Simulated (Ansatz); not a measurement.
# YCl₃ (SMILES [Cl][Y]([Cl])[Cl]): a relaxed scan of the bond length Y2–Cl3

An exercise on one series of results from a longer session: the logs are not shown, and one member is left open.

Computed with Ansatz 0.2.0, Gaussian basis. Level: single points in def2-TZVPP.

Levels: PBE-D4, r2SCAN-D4, PBE0-D4, B3LYP-D4, wB97M-V, Hartree-Fock, MP2, CCSD, CCSD(T). The scan takes 2.093, 2.165, 2.270, 2.392, 2.528, 2.674, 2.830, 2.993, 3.164 Å.

Correlated methods freeze the cores. Core potentials replace the inner electrons past krypton, and spin-orbit coupling is left out. B3LYP uses VWN-RPA correlation.

28 further runs of the same task are left out: 28 set aside as unsound or not needed.

## Starting geometry

The minimum, relaxed at PBE0-D4: SMILES `[Cl][Y]([Cl])[Cl]`, 4 atoms, charge 0, spin multiplicity 1.

Atoms are counted from 1 here; the program's logs count them from 0.

Bond lengths: Cl1–Y2 2.434 Å, Y2–Cl3 2.434 Å, Y2–Cl4 2.434 Å. Angles: Cl1–Y2–Cl3 120.0°, Cl1–Y2–Cl4 120.0°, Cl3–Y2–Cl4 120.0°.

Geometry (Å):

```mol
Cl3Y
  3D, bonds by distance, orders not assigned

  4  3  0  0  0  0  0  0  0  0999 V2000
   -1.7448   -0.6743    1.5433 Cl  0  0
    0.0137   -0.0151   -0.0049 Y   0  0
    2.2813   -0.8435    0.3041 Cl  0  0
   -0.4948    1.4726   -1.8629 Cl  0  0
  1  2  8  0
  2  3  8  0
  2  4  8  0
M  END
```

Energies of the minimum (eV), from earlier single points: PBE-D4 -38604.18795, r2SCAN-D4 -38617.49366, PBE0-D4 -38606.86956, B3LYP-D4 -38621.16950, wB97M-V -38615.65445, CCSD(T) -38575.16266.

At the minimum the bond length Y2–Cl3 is 2.434 Å.

Set-up of the first run:

File relax/in.yaml:

```yaml
crystal:
  periodic: [false, false, false]
  atoms:
    - {symbol: Cl, position_ang: [-1.744804, -0.674335, 1.543306]}
    - {symbol: Y, position_ang: [0.013719, -0.015064, -0.004859]}
    - {symbol: Cl, position_ang: [1.963723, -0.727480, 0.260838]}
    - {symbol: Cl, position_ang: [-0.494757, 1.472618, -1.862862]}
basis:
  gaussian: {orbitals: def2-TZVP}
hamiltonian: {xc: pbe0, dispersion: d4}
relax: {f_tol: 0.005, max_steps: 200, constraints: [{distance: [1, 2]}]}
```

The command line of these runs was not kept.

Among the steps run: Y2–Cl3 = 2.093 Å; Y2–Cl3 = 2.165 Å; Y2–Cl3 = 2.270 Å; Y2–Cl3 = 2.392 Å; Y2–Cl3 = 2.528 Å; Y2–Cl3 = 2.674 Å; Y2–Cl3 = 2.830 Å; Y2–Cl3 = 2.993 Å; Y2–Cl3 = 3.164 Å.

One of the session's tables, all rows but one given; the rest of the session is left out.

Energies less that of the minimum at the same level (kcal/mol):

```
bond length (Å)  PBE-D4  PBE0-D4  B3LYP-D4  wB97M-V  Hartree-Fock
          2.093    26.2     25.9      28.1     27.5          33.3
          2.165       ?        ?         ?        ?             ?
          2.270     4.9      4.6       5.5      5.3           7.3
          2.392     0.3      0.3       0.5      0.4           0.8
2.434 (minimum)     0.0      0.0       0.0      0.0           0.0
          2.528     0.9      1.1       0.7      0.9           0.1
          2.674     5.3      6.0       5.0      5.5           4.0
          2.830    12.4     13.5      12.1     13.0          11.1
          2.993    20.9     22.5      20.6     22.1          20.0
          3.164    30.0     32.2      29.8     32.0          30.0
```

Q: Estimate the row for bond length (Å) = 2.165 from the others.

Worked estimate for «PBE-D4». A straight line through the neighbours (2.093, 26.2) and (2.270, 4.9) gives 26.2 + (4.9 − 26.2) × (2.165 − 2.093) / (2.270 − 2.093) = 17.5; a parabola fitted to 3 rows on both sides gives 15.4.

The run gave: PBE-D4: 14.9; PBE0-D4: 14.5; B3LYP-D4: 16.1; wB97M-V: 15.7; Hartree-Fock: 19.7. In «PBE-D4» the line misses by +2.6 and the parabola by +0.5.
